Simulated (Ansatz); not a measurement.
Which YAML input does this script hand to the engine? (Ansatz 0.2.0 through its Python package)

`ch7algesi_opt.py`:
```python
"""Minimum-energy structure of CH7AlGeSi."""

import ansatz as az
import numpy as np

BASIS = "def2-SVP"
XC = "PBE0"

molecule = (
    az.Crystal.molecule()
    .atom("Ge", (-0.5004, 1.5317, -0.1276))
    .atom("C", (-0.6719, -0.3525, 0.0991))
    .atom("Al", (0.5961, -1.0347, 1.3835))
    .atom("Si", (0.6108, -1.2581, -0.9921))
    .atom("H", (-1.2537, 1.9646, -1.4784))
    .atom("H", (-1.2421, 2.2998, 1.0514))
    .atom("H", (0.9655, 2.0112, -0.1985))
    .atom("H", (-1.6537, -0.7579, 0.1221))
    .atom("H", (1.2406, -1.231, 2.9008))
    .atom("H", (1.6985, -0.5386, -1.5005))
    .atom("H", (0.2757, -2.6915, -1.2391))
)

setup = molecule.calculation().basis(gaussian=BASIS).functional(XC)
symbols = [site.symbol for site in molecule.cartesian_sites]
start = np.array([site.position_ang for site in molecule.cartesian_sites], dtype=float)
def progress(event):
    if event["event"] == "relax_step":
        row = event["data"]
        print(f"step {row['step']:3d}  E = {row['lagrangian_ev']:.6f} eV  max force {row['allowed_force_max_ev_ang']:.4f} eV/A")


r = setup.relax(force_tolerance=0.02).session().plan().execute(on_event=progress).report
end = np.array(r["positions_ang"])

print("reference energy %16.6f eV" % r["reference_energy_ev"])
print("total energy     %16.6f eV" % r["free_energy_ev"])
print("occupied (up, down):", r["n_occupied"], " virtual:", r["n_virtual"], " frozen:", r["n_frozen"])

print("bond        before    after (A)")
for i, j in [(0, 1), (0, 4), (0, 5), (0, 6), (1, 2), (1, 3), (1, 7), (2, 3), (2, 8), (3, 9), (3, 10)]:
    d0, d1 = (np.linalg.norm(xyz[i] - xyz[j]) for xyz in (start, end))
    print(f"{symbols[i]}{i}-{symbols[j]}{j}".ljust(10), f"{d0:8.4f} {d1:8.4f}")
```

```console
$ python ch7algesi_opt.py
step   1  E = -72113.836599 eV  max force 1.9865 eV/A
step   2  E = -72114.572378 eV  max force 0.4973 eV/A
step   3  E = -72114.643054 eV  max force 1.6093 eV/A
step   4  E = -72114.710616 eV  max force 0.3180 eV/A
step   5  E = -72114.710557 eV  max force 0.3073 eV/A
step   6  E = -72114.720888 eV  max force 0.0870 eV/A
step   7  E = -72114.723076 eV  max force 0.0292 eV/A
step   8  E = -72114.724753 eV  max force 0.0690 eV/A
step   9  E = -72114.726606 eV  max force 0.0947 eV/A
step  10  E = -72114.729102 eV  max force 0.1275 eV/A
step  11  E = -72114.733248 eV  max force 0.2670 eV/A
step  12  E = -72114.740844 eV  max force 0.3021 eV/A
step  13  E = -72114.764497 eV  max force 0.4198 eV/A
step  14  E = -72114.810662 eV  max force 0.3773 eV/A
step  15  E = -72114.841375 eV  max force 0.5470 eV/A
step  16  E = -72114.858891 eV  max force 0.2804 eV/A
step  17  E = -72114.869152 eV  max force 0.0814 eV/A
step  18  E = -72114.868707 eV  max force 0.2255 eV/A
step  19  E = -72114.870442 eV  max force 0.0741 eV/A
step  20  E = -72114.871119 eV  max force 0.0225 eV/A
step  21  E = -72114.871219 eV  max force 0.0112 eV/A
reference energy    -72114.871252 eV
total energy        -72114.871252 eV
occupied (up, down): [36, 36]  virtual: [81, 81]  frozen: 0
bond        before    after (A)
Ge0-C1       1.9055   1.9134
Ge0-H4       1.6061   1.5407
Ge0-H5       1.5906   1.5347
Ge0-H6       1.5440   1.6505
C1-Al2       1.9295   2.0307
C1-Si3       1.9121   1.9016
C1-H7        1.0625   1.0967
Al2-Si3      2.3861   2.3370
Al2-H8       1.6602   1.5817
Si3-H9       1.3997   1.4986
Si3-H10      1.4926   1.4947
```

`input.yaml`:
```yaml
crystal:
  periodic: [false, false, false]
  atoms:
    - { symbol: Ge, position_ang: [-0.5004, 1.5317, -0.1276] }
    - { symbol: C, position_ang: [-0.6719, -0.3525, 0.0991] }
    - { symbol: Al, position_ang: [0.5961, -1.0347, 1.3835] }
    - { symbol: Si, position_ang: [0.6108, -1.2581, -0.9921] }
    - { symbol: H, position_ang: [-1.2537, 1.9646, -1.4784] }
    - { symbol: H, position_ang: [-1.2421, 2.2998, 1.0514] }
    - { symbol: H, position_ang: [0.9655, 2.0112, -0.1985] }
    - { symbol: H, position_ang: [-1.6537, -0.7579, 0.1221] }
    - { symbol: H, position_ang: [1.2406, -1.231, 2.9008] }
    - { symbol: H, position_ang: [1.6985, -0.5386, -1.5005] }
    - { symbol: H, position_ang: [0.2757, -2.6915, -1.2391] }
basis:
  gaussian:
    orbitals: def2-SVP
hamiltonian:
  xc: pbe0
relax:
  f_tol: 0.02
```

Caveats:
- These settings explore the input space; basis and method may be short of convergence.
- The end point is the stationary point reached from this start; no frequency run checks that it is a minimum, and the basis set is modest.
- The bonding changed during the relaxation, so the end is another isomer than the start names.
- Timing: 2.7 min on 1 thread of Arm Neoverse V1, with other jobs on the host, peak memory 0.37 GiB.

(Lines on the test bed's own set-up are left out of the output.)
